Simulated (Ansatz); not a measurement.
# Re3Hg: the cost of one run

Method: DFT PBE, scalar-relativistic, plane waves, PAW, in Ansatz 0.2.0.

## 1. Starting point

Symmetry: Pm-3m, No. 221, cubic system. Conventional cell: a = 4.053 Å, b = 4.053 Å, c = 4.053 Å, α = 90.00°, β = 90.00°, γ = 90.00°. Re (site symmetry 4/mmm) has 8 Re at 2.87 Å and 4 Hg at 2.87 Å as nearest neighbours. Hg (site symmetry m-3m) has 12 Re at 2.87 Å as nearest neighbours.

As a file:

```
CELL_PARAMETERS angstrom
4.05347 0.00000 0.00000
0.00000 4.05347 0.00000
0.00000 0.00000 4.05347
ATOMIC_POSITIONS crystal
Re 0.00000 0.50000 0.50000
Re 0.50000 0.00000 0.50000
Re 0.50000 0.50000 0.00000
Hg 0.00000 0.00000 0.00000
```

(A quick probe on a coarse mesh, which set the mesh and smearing, is not shown.)

## 3. Coarse relaxation

input.yaml

```yaml
crystal:
  lattice:
    - [4.053471528, 0.0, 0.0]
    - [0.0, 4.053471528, 0.0]
    - [0.0, 0.0, 4.053471528]
  atoms:
    - { symbol: Re, position: [0.0, 0.5, 0.5] }
    - { symbol: Re, position: [0.5, 0.0, 0.5] }
    - { symbol: Re, position: [0.5, 0.5, 0.0] }
    - { symbol: Hg, position: [0.0, 0.0, 0.0] }
basis:
  ecutwfc: 420
kpoints:
  mp_grid: { grid: [4, 4, 4] }
hamiltonian:
  xc: pbe
scf:
  occupations: { method: gaussian, width: 0.1 }
  lower_state_search: "off"
output:
  forces: true
  stress: true
  eigenvalues: true
relax:
  adjacent_minimum: "off"
  f_tol: 0.04
  max_steps: 70
  cell: { stress_tol: 0.4 }
```

Command:

```
ansatz run input.yaml --threads 1 --pin off --max-ram 2560MiB --backend cpu --events-out ev --progress --plain --runs-dir out
```

**Question.** How long does this run take on 1 thread of Intel Xeon 6975P-C (Granite Rapids), shared host, and how much memory does it need?

About 4.6 s, with a peak of 0.37 GiB.
